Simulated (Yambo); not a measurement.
# NiO (Fm-3m) in Yambo: a series of runs, part 3 of 3

Yambo 5.3.0. Earlier steps stand in the parts before.

## Step 6: Optical spectrum, PBE, collinear spin, ferromagnetic start

The input, optics5.in:

```
optics
chi
tddft
Chimod= "LRC"
% BndsRnXd
 1 | 27 |
%
NGsBlkXd= 2 Ry
% LongDrXd
 1 | 1 | 0 |
%
% QpntsRXd
 1 | 1 |
%
% EnRngeXd
 0 | 30 | eV
%
% DmRngeXd
 0.1 | 0.1 | eV
%
ETStpsXd= 150
LRC_alpha= -0.5
```

The input, scf.in:

```
&CONTROL
  calculation = 'scf'
  prefix = 'pwscf'
  outdir = './tmp'
  pseudo_dir = './pseudo'
/
&SYSTEM
  ibrav = 0
  nat = 2
  ntyp = 2
  ecutwfc = 98
  nbnd = 22
  occupations = 'smearing'
  smearing = 'fd'
  degauss = 0.00367493
  nspin = 2
  starting_magnetization(1) = 0.0556
  starting_magnetization(2) = 0
  force_symmorphic = .true.
/
&ELECTRONS
  conv_thr = 4d-10
  electron_maxstep = 120
  mixing_beta = 0.3
/
ATOMIC_SPECIES
Ni    58.6934 Ni.upf
O     15.9990 O.upf
CELL_PARAMETERS angstrom
   0.0000000000    2.0859016414    2.0859016414
   2.0859016414    0.0000000000    2.0859016414
   2.0859016414    2.0859016414    0.0000000000
ATOMIC_POSITIONS crystal
Ni     0.0000000000    0.0000000000    0.0000000000
O      0.5000000000    0.5000000000    0.5000000000
K_POINTS automatic
16 16 16 0 0 0
```

The input, nscf.in:

```
&CONTROL
  calculation = 'nscf'
  prefix = 'pwscf'
  outdir = './tmp'
  pseudo_dir = './pseudo'
/
&SYSTEM
  ibrav = 0
  nat = 2
  ntyp = 2
  ecutwfc = 98
  nbnd = 37
  occupations = 'smearing'
  smearing = 'fd'
  degauss = 0.00367493
  nspin = 2
  starting_magnetization(1) = 0.0556
  starting_magnetization(2) = 0
  force_symmorphic = .true.
/
&ELECTRONS
  conv_thr = 1d-08
  diago_full_acc = .true.
  diago_thr_init = 1d-06
/
ATOMIC_SPECIES
Ni    58.6934 Ni.upf
O     15.9990 O.upf
CELL_PARAMETERS angstrom
   0.0000000000    2.0859016414    2.0859016414
   2.0859016414    0.0000000000    2.0859016414
   2.0859016414    2.0859016414    0.0000000000
ATOMIC_POSITIONS crystal
Ni     0.0000000000    0.0000000000    0.0000000000
O      0.5000000000    0.5000000000    0.5000000000
K_POINTS automatic
16 16 16 0 0 0
```

Potentials or basis: PseudoDojo 0.4.1 SR PBE standard.

On the command line:

```console
$ OMP_NUM_THREADS=1 pw.x -in scf.in > scf.out
$ OMP_NUM_THREADS=1 pw.x -in nscf.in > nscf.out
$ cd tmp/pwscf.save; p2y; mv SAVE ../..; cd ../..
$ OMP_NUM_THREADS=1 yambo
$ OMP_NUM_THREADS=1 yambo -F optics5.in -J optics5 -C optics5_out
```

Yambo's report:

```text
[... sections 02.01 to 02.04 as in the set-up run ...]

  [02.05] Energies & Occupations
  ==============================

  [WARNING] Merged spin levels are metallic
  [X] === Spin Independent ===
  [X] Electronic Temperature                        :  0.258606E-1   300.100    [eV K]
  [X] Bosonic    Temperature                        :  0.258606E-1   300.100    [eV K]
  [X] Finite Temperature mode                       : yes
  [X] El. density                                   :  0.13222E+25 [cm-3]
  [X] Fermi Level                                   :  14.69097 [eV]

  [X] === Spin up channel ===
  [X] Conduction Band Min                  [spin UP]:  14.69097 [eV]
  [X] Valence Band Max                     [spin UP]:  14.69097 [eV]
  [X] Filled Bands                         [spin UP]:  11
  [X] Metallic Bands                       [spin UP]:  12  13
  [X] Empty Bands                          [spin UP]:   14   37

  [X] === Spin dn channel ===
  [X] Conduction Band Min                  [spin DN]:  14.69097 [eV]
  [X] Valence Band Max                     [spin DN]:  14.69097 [eV]
  [X] Filled Bands                         [spin DN]:  11
  [X] Metallic Bands                       [spin DN]:  12  13
  [X] Empty Bands                          [spin DN]:   14   37

[... 76 lines left out ...]

  [04.01] Setup: observables and procedures
  =========================================

  [WF-Oscillators/G space/Transverse up loader] Normalization (few states)  min/max  :  0.98131E-17   1.0000

  [WR./optics5//ndb.dipoles]------------------------------------------------------
   Brillouin Zone Q/K grids (IBZ/BZ)                :    145   4096    145   4096
   RL vectors                                       :  2733 [WF]
   Fragmentation                                    : yes
   Electronic Temperature                           :  300.1000 [K]
   Bosonic    Temperature                           :  300.1000 [K]
   DIP band range                                   :   1  27
   DIP band range limits                            :  13  12
   DIP e/h energy range                             : -1.000000 -1.000000 [eV]
   RL vectors in the sum                            :  2733
   [r,Vnl] included                                 : yes
   Bands ordered                                    : yes
   Direct v evaluation                              : no
   Approach used                                    : G-space v
   Dipoles computed                                 : R V P [G-space]
   Wavefunctions                                    : Perdew, Burke & Ernzerhof(X)+Perdew, Burke & Ernzerhof(C)

  [WARNING] [r,Vnl^pseudo] included in position and velocity dipoles.

  [WARNING] In case H contains other non local terms, these are neglected

 [05] Optics
 ===========

 [X-CG] R(p) Tot o/o(of R):    24741  1602964      100

 [WARNING] The system is a metal but Drude term not included.
```

o-optics5.eps_q1_inv_LRC_dyson:

```text
# Absorption @ Q(1):  0.707106781     0.707106781      0.00000000    [q->0 direction]
#
# [ X ] Hartree size                              :  15
# [GEN] GF Energies                               : Perdew, Burke & Ernzerhof(X)+Perdew, Burke & Ernzerhof(C)
# [GEN] Green`s Function                          : Retarded
#
# [GEN] Gauge                                     : Length
# [GEN] [r,Vnl] included                          : yes
#
#    E[1] [eV]          Im(eps)            Re(eps)            Im(eps_o)          Re(eps_o)
#
        0.000000           0.415965E-7       -36.39292           0.25147E-15        77.70354
        0.201342           10.43428          -42.31540           14.99389           52.31108
        0.402685           11.93156          -28.48185           46.71037           43.20383
        0.604027           11.92012          -21.15245           49.81767           13.74035
        0.805369           9.807933          -15.03907           34.61879          -5.864745
        1.006711           7.608106          -10.32499           19.40395          -8.857347
[... 142 lines left out ...]
        29.79866           0.769710           1.001836           0.813555           1.027639
        30.00000           0.859801           0.970563           0.903813           1.004197
#
```

It took 9.3 min on 1 thread of Arm Neoverse V1, shared host; peak memory 1.3 GiB.

What came out:

- Band gap on the k mesh, mean-field level: none (metal or under the smearing width)
- Net moment: 0.00 μB per cell
- Peak of the energy-loss function: 23.6 eV

Dielectric function (along the field direction of the input):
```tsv
energy (eV)	real part	imaginary part
0.40	-28.48	11.93
1.41	-6.23	6.87
2.42	-1.69	1.29
3.42	3.00	1.79
4.43	3.85	1.64
5.44	3.37	3.43
6.44	1.78	3.41
7.45	1.64	2.90
8.46	1.28	1.79
9.46	2.23	1.51
10.67	3.60	2.61
11.68	0.85	3.48
12.68	0.30	2.51
13.69	0.70	2.12
14.70	1.29	1.60
15.70	1.05	2.38
16.71	1.24	2.74
17.72	-0.50	1.85
18.72	-0.23	1.19
19.93	0.47	0.85
```

Energy-loss function:
```tsv
energy (eV)	loss
0.0	0.000
1.2	0.077
2.6	1.221
3.8	0.213
5.2	0.113
6.4	0.230
7.9	0.319
9.1	0.263
10.5	0.117
11.7	0.271
13.1	0.349
14.3	0.498
15.7	0.351
16.9	0.276
18.3	0.686
19.5	1.256
20.9	0.585
22.1	1.181
23.6	1.543
24.8	0.934
26.2	0.819
27.4	0.600
28.8	0.432
30.0	0.511
```

Caveat: the intraband (Drude) term of the metal is left out; the ground state has no gap, which makes the many-body step unreliable; the long-range kernel's strength is typed, not fitted to the crystal's screening; independent-particle spectra lack excitons; semilocal functionals often make such compounds metallic where correlation or magnetic order opens a gap, which also shifts bond lengths. With open d or f shells a metallic result of PBE can be an artefact of self-interaction; +U or a hybrid may open a gap.

## Step 7: The runs side by side

```csv
direction of the field or of q to 0,broadening,kernel,top of the energy range,energy points,other keys,gap on the mesh (eV),moment (μB)
x + y,0.1 eV,none (independent particles),30 eV,300,-,none,0.00
x + y,0.05 eV,Hartree (RPA with local fields),30 eV,300,-,none,0.00
x,0.05 eV,none (independent particles),15 eV,200,-,none,0.00
y,0.1 eV,Hartree (RPA with local fields),30 eV,150,-,none,0.00
x + y,0.1 eV,long-range correction,30 eV,150,"several, not listed",none,0.00
```

Alike in all rows: task optical spectrum; level PBE; potentials or basis PseudoDojo 0.4.1 SR PBE standard; spin collinear, ferromagnetic start; cell as given; k mesh 16 × 16 × 16; cutoff (eV) 1333; smearing fermi-dirac 0.05 eV.

Caveats: the intraband (Drude) term of the metal is left out; the ground state has no gap, which makes the many-body step unreliable; semilocal functionals often make such compounds metallic where correlation or magnetic order opens a gap, which also shifts bond lengths; independent-particle spectra lack excitons (some runs); these spectra lack excitons (some runs); the long-range kernel's strength is typed, not fitted to the crystal's screening (some runs).

Absolute energies hang on the potentials; compare differences alone.

## Step 8: Comparison with measurements

Step 2. Measured gap of NiO: 4.3 eV (quoted in “Local correlations, non-local screening, multiplets, and band formation in NiO”, 2012, arxiv:1210.6675). This calculation gives 0.00 eV (-4.30 eV). So large a miss can be the level of theory's own, or it may mean another phase, state or a wrong row. The value is that of PBE on a finite k mesh, which can miss the band edges, without temperature or zero-point motion. Semilocal functionals fall short of measured gaps as a rule.

Step 3. A measured gap of NiO is 4.3 eV (quoted in “Local correlations, non-local screening, multiplets, and band formation in NiO”, 2012, arxiv:1210.6675); the calculated 0.00 eV misses it by -4.30 eV. So large a miss can be the level of theory's own, or it may mean another phase, state or a wrong row. The value is that of PBE on a finite k mesh, which can miss the band edges, without temperature or zero-point motion. Semilocal functionals fall short of measured gaps as a rule.

Step 4. Against the measured gap of NiO, 4.3 eV (quoted in “Local correlations, non-local screening, multiplets, and band formation in NiO”, 2012, arxiv:1210.6675), the calculated 0.00 eV is off by -4.30 eV. So large a miss can be the level of theory's own, or it may mean another phase, state or a wrong row. The value is that of PBE on a finite k mesh, which can miss the band edges, without temperature or zero-point motion. Semilocal functionals fall short of measured gaps as a rule.

Step 5. Against the measured gap of NiO, 4.3 eV (quoted in “Local correlations, non-local screening, multiplets, and band formation in NiO”, 2012, arxiv:1210.6675), the calculated 0.00 eV is off by -4.30 eV. So large a miss can be the level of theory's own, or it may mean another phase, state or a wrong row. The value is that of PBE on a finite k mesh, which can miss the band edges, without temperature or zero-point motion. Semilocal functionals fall short of measured gaps as a rule.
